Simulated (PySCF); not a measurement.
# I4Mn2 (Mn2(I)4): the cost of one run

Programs: PySCF 2.14.0, with routines of our own; each step states its level. All values are computed. Atoms count from 0.

1 further run of the same task is left out (for a known fault of the program).

## 1. The system as given

6 atoms, charge 0, high-spin multiplicity 11; geometry from: GFN2-xTB.

The system (coupled pair): Mn2(I)4. The spin sites are atom 0 (5 unpaired) and atom 3 (5 unpaired).

## 2. Magnetic exchange: B3LYP/def2-SVP H:def2-SV(P)

Job settings and geometry (Å):

```
{"job": {"kind": "bs", "xc": "B3LYP", "basis": {"default": "def2-SVP", "H": "def2-SV(P)"}, "grid": 1, "rks": false}, "charge": 0, "high_spin_multiplicity": 11, "spin_sites": [[[0], 5], [[3], 5]]}
Mn    -0.436860     0.987250     1.038600
I     -1.090810     3.240130     1.732330
I     -1.912270    -0.998650     0.221640
Mn     0.439570    -1.125590    -0.895280
I      1.082680    -1.979940    -3.096730
I      1.917690    -0.123190     0.999420
```

With the program's defaults for keys left out, this is: B3LYP/def2-SVP H:def2-SV(P) high-spin and broken-symmetry single points, gas phase.

Started as:

```console
> OMP_NUM_THREADS=1 python exch_run.py task.json out
```

One launch serves the whole session: the jobs run in the order shown.

**Question.** How long does this first job take on 1 thread of Arm Neoverse V1, shared host, and how much memory does it need?

About 2.6 min, with a peak of 0.68 GiB.
